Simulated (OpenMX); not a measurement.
The system is Co, a sheet with vacuum.

```
Co
1.0
     2.34715    0.00000    0.00000
    -1.17358    2.03269    0.00000
     0.00000    0.00000   23.80000
Co
1
Cartesian
  0.0000 0.0000 7.0001
```

The cell was built by a generator and needn't be a form met in nature.

Base run:

```yaml
Program: OpenMX 3.8.5
Functional: PBE
Potentials_or_basis: OpenMX 2013 PBE set, Co6.0H-s3p2d2, grid cutoff 500 Ry
k_mesh: 9 × 9 × 1
Occupations: fermi-dirac, width 0.05 eV
Spin: no spin polarisation
```

Its results: band gap on the k mesh none (metal or under the smearing width).

Task: The run is repeated on the same cell with these changes: spin from no spin polarisation to non-collinear spin, ferromagnetic start. What comes out?

Result: Band gap on the k mesh none (metal or under the smearing width); net moment 1.91 μB per cell.

Caveats: no basis functions reach into the vacuum, so the work function isn't listed; the basis of atomic orbitals isn't converged, which shifts pressures, moduli and gaps.
